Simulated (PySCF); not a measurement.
# From one method to the next for BeP⁻

Starting from one script, swap the method and compare what comes out for BeP⁻.

Program: PySCF 2.14.0. Level of theory: each script names its method and basis. These are calculated values, not measurements.

3 further runs of the same task are left out: 3 that didn't finish.

**1. The system as given**

BeP⁻: 2 atoms, charge -1, spin multiplicity 1.

Bond lengths: Be1–P2 2.125 Å.

**2. Base script**

The input, input.py:

```python
from pyscf import gto, dft

mol = gto.M(
    atom='Be 0 0 0; P 0 0 2.125',
    basis='6-31g*',
    charge=-1,
    spin=0,
    verbose=3,
)
mf = dft.RKS(mol, xc='wb97')
mf.kernel()
mf.analyze()
print('orbital energies (hartree):', mf.mo_energy[..., max(0, mol.nelec[1]-3):mol.nelec[0]+3].round(4))
```

On the command line:

```console
OMP_NUM_THREADS=1 python input.py
```

Its log is not repeated here.

In short: E(SCF) = -355.939622 Eh.

The bond length is a typed value, not an optimised one. The dipole of an ion depends on the origin.

**3. SCF alone**

Run 1 changes step after the SCF: analyze → none.

The input, input.py:

```python
from pyscf import gto, dft

mol = gto.M(
    atom='Be 0 0 0; P 0 0 2.125',
    basis='6-31g*',
    charge=-1,
    spin=0,
    verbose=3,
)
mf = dft.RKS(mol, xc='wb97')
mf.kernel()
mf.dip_moment()
print('orbital energies (hartree):', mf.mo_energy[..., max(0, mol.nelec[1]-3):mol.nelec[0]+3].round(4))
```

On the command line:

```console
OMP_NUM_THREADS=1 python input.py
```

**4. UKS**

Run 2 changes SCF type: RKS → UKS.

The input, input.py:

```python
from pyscf import gto, dft

mol = gto.M(
    atom='Be 0 0 0; P 0 0 2.125',
    basis='6-31g*',
    charge=-1,
    spin=0,
    verbose=3,
)
mf = dft.UKS(mol, xc='wb97')
mf.kernel()
mf.analyze()
print('orbital energies (hartree):', [e[max(0, n-3):n+3].round(4) for e, n in zip(mf.mo_energy, mol.nelec)])
```

**5. Tpssh**

Run 3 changes functional: wb97 → tpssh.

input.py, as its differences from that of step 2:

```diff
@@ -9,3 +9,3 @@
 )
-mf = dft.RKS(mol, xc='wb97')
+mf = dft.RKS(mol, xc='tpssh')
 mf.kernel()
```

**Question.** What will these runs give? Wanted: for each run, E(SCF); from base; gap.

**Answer**, as computed:

```tsv
run	E(SCF) (hartree)	from base (eV)	gap (eV)
base	-355.939622	0	5.55
SCF alone	-355.939622	0.0000	5.55
UKS	-355.939622	0.0000	5.55
tpssh	-356.005122	not comparable	0.52
```

What this shows: No change of the SCF energy comes from UKS. A lower total energy from another functional means nothing by itself.
